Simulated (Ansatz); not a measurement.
# C2H9NSi: small, medium and large basis sets

Aim: see how fast density functionals converge with the basis set for C2H9NSi.

Program: Ansatz 0.2.0, Gaussian basis. Level of theory: one geometry, several basis sets. These are calculated values, not measurements.

Plan: PBE0-D4/def2-SVP; ωB97M-V/def2-SVP; PBE0-D4/def2-QZVPP; ωB97M-V/def2-QZVPP; the functionals' def2-TZVPP values are taken from earlier runs.

**1. The relaxed structure**

The geometry comes from an earlier relaxation with PBE0-D4 in a triple-zeta def2 set; it is a stationary point, not always the lowest conformer.

SMILES `CC[SiH2]N`, 13 atoms, charge 0, spin multiplicity 1.

Atoms are counted from 1 here; the program's logs count them from 0.

Bond lengths: C1–C2 1.526 Å, C1–H5 1.093 Å, C1–H6 1.093 Å, C1–H7 1.093 Å, C2–Si3 1.871 Å, C2–H8 1.095 Å, C2–H9 1.097 Å, Si3–N4 1.724 Å, Si3–H10 1.498 Å, Si3–H11 1.490 Å, N4–H12 1.008 Å, N4–H13 1.007 Å. Angles: C2–C1–H5 111.4°, C2–C1–H6 111.7°, C2–C1–H7 111.5°, H5–C1–H6 107.4°, H5–C1–H7 107.2°, H6–C1–H7 107.5°, C1–C2–Si3 113.2°, C1–C2–H8 110.9°, C1–C2–H9 110.2°, Si3–C2–H8 108.1°, Si3–C2–H9 108.2°, H8–C2–H9 106.0°, C2–Si3–N4 110.3°, C2–Si3–H10 107.4°, C2–Si3–H11 111.3°, N4–Si3–H10 114.7°, N4–Si3–H11 106.2°, H10–Si3–H11 107.0° and more.

**2. PBE0-D4 in def2-SVP**

Contents of in.yaml:

```yaml
crystal:
  periodic: [false, false, false]
  atoms:
    - {symbol: C, position_ang: [-1.322229, 1.330385, -0.520874]}
    - {symbol: C, position_ang: [-0.660039, 0.345609, 0.438443]}
    - {symbol: Si, position_ang: [0.768147, -0.585501, -0.331811]}
    - {symbol: N, position_ang: [1.481648, -1.646206, 0.824302]}
    - {symbol: H, position_ang: [-1.733547, 0.819424, -1.395690]}
    - {symbol: H, position_ang: [-2.143220, 1.870690, -0.042990]}
    - {symbol: H, position_ang: [-0.608909, 2.074000, -0.886144]}
    - {symbol: H, position_ang: [-1.385229, -0.387199, 0.806955]}
    - {symbol: H, position_ang: [-0.287041, 0.873738, 1.324314]}
    - {symbol: H, position_ang: [1.703703, 0.431085, -0.911502]}
    - {symbol: H, position_ang: [0.307877, -1.446852, -1.456757]}
    - {symbol: H, position_ang: [1.890447, -1.272924, 1.666352]}
    - {symbol: H, position_ang: [2.008793, -2.440948, 0.500204]}
basis:
  gaussian: {orbitals: def2-SVP}
hamiltonian: {xc: pbe0, dispersion: d4}
output: {orbitals: {seedname: orbitals}}
```

Launch:

```console
$ ansatz run in.yaml --threads 4 --pin off --events-out ev --progress --plain --max-ram 10444MiB
```

The runs that follow: ωB97M-V in def2-SVP; PBE0-D4 in def2-QZVPP; ωB97M-V in def2-QZVPP.

Q: Predict the results of all the runs planned. Wanted: PBE0-D4: double and triple zeta above quadruple; ωB97M-V: double and triple zeta above quadruple.

As calculated:

| quantity | value |
| --- | --- |
| PBE0-D4: double and triple zeta above quadruple | 7.61, 0.50 eV |
| ωB97M-V: double and triple zeta above quadruple | 7.86, 0.48 eV |

**Reading.** For PBE0-D4 the step from double to triple zeta gains 7.11 eV and the next only 0.50 eV. Total energies overstate the basis error of differences, where much of it tends to cancel. The LUMO of ωB97M-V is positive and keeps falling with the basis (3.07 to 1.61 eV): an unbound level that the basis holds in place.
